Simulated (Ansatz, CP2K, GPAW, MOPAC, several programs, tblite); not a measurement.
Many methods on one cell: BaMg3S4 (ordering on rocksalt)

BaMg3S4 as one 8-atom ordering (Pm-3m) on the rocksalt lattice, relaxed with r2SCAN in Ansatz, was computed with several methods. The symmetry is Pm-3m (No. 221, cubic); conventional cell a = 5.670 Å, 22.78 Å³ an atom. Mg has 6 S at 2.83 Å; S has 2 Ba at 2.83 Å and 4 Mg at 2.83 Å; Ba has 6 S at 2.83 Å; S has 6 Mg at 2.83 Å. The cell comes from a prototype generator: it can be a known phase or a hypothetical one. Spin polarisation is off.

```
Mg S Ba
1.0
     5.66958    0.00000    0.00000
     0.00000    5.66958    0.00000
     0.00000    0.00000    5.66958
Mg S Ba
3 4 1
Direct
  0.50000 0.00000 0.00000
  0.00000 0.50000 0.00000
  0.00000 0.00000 0.50000
  0.00000 0.50000 0.50000
  0.50000 0.00000 0.50000
  0.50000 0.50000 0.00000
  0.00000 0.00000 0.00000
  0.50000 0.50000 0.50000
```

Gaps and times are for a single point on this cell; volume and bulk modulus come from each method's own relaxation or energy curve at fixed shape. Times are rough, from shared hosts (Intel Xeon 6975P-C), and each method has its own mesh and cell size. A dagger marks a closed or tiny gap in a crystal that DFT finds insulating: a failure of the method or a wrong SCF state. PM7 (MOPAC), GFN2-xTB (tblite) treat a cluster of cells at its zone centre, which samples few k points: where these miss a band edge, the gap comes out too large for that reason alone. Gaps from k meshes are read at a limited set of points (mesh, symmetry points, PBE's band edges), so each method's own least gap may be somewhat smaller. xTB and the PM methods were fitted mostly to molecules, and can miss a solid's gap by electronvolts. Minimal bases can be far off for gaps. GLLB-SC's gap includes the derivative discontinuity. d marks a direct gap, i an indirect one (no mark: not told apart), a dash a value that wasn't computed or didn't pass its checks.

```tsv
method	kind	gap (eV)	own volume (Å³/atom)	bulk modulus (GPa)	atoms computed	processor time
light PBE (260 eV, its own mesh)	light plane-wave	1.15 d	–	–	8	1.3 s
PBE	semilocal	1.14 d	22.98	57	8	3.8 s
PM7 (MOPAC)	semi-empirical	0.00†	–	–	64	4.1 s
r2SCAN	semilocal	1.84 d	22.78	61	8	8 s
PBE/SZV (CP2K)	small basis	0.02†	–	–	8	19 s
GFN2-xTB (tblite)	tight binding	0.00†	–	–	64	22 s
PBE/DZVP (CP2K)	small basis	0.91 d	–	–	8	32 s
GLLB-SC (GPAW)	model potential	3.16	–	–	8	60 s
```

Against r2SCAN (1.84 eV) and with closed or daggered gaps left aside, the nearest gap at the points sampled is that of light PBE (260 eV, its own mesh) (-0.69 eV) and the farthest that of GLLB-SC (GPAW) (+1.32 eV). r2SCAN is only a yardstick of convenience: semilocal gaps usually lie below measured ones, which GLLB-SC and hybrids aim to mend.

Runs without a result: GFN1-xTB (DFTB+) (single point), GFN1-xTB (tblite) (single point), PM6 (MOPAC) (single point, out of time).

The runs are scalar-relativistic, without spin-orbit coupling.
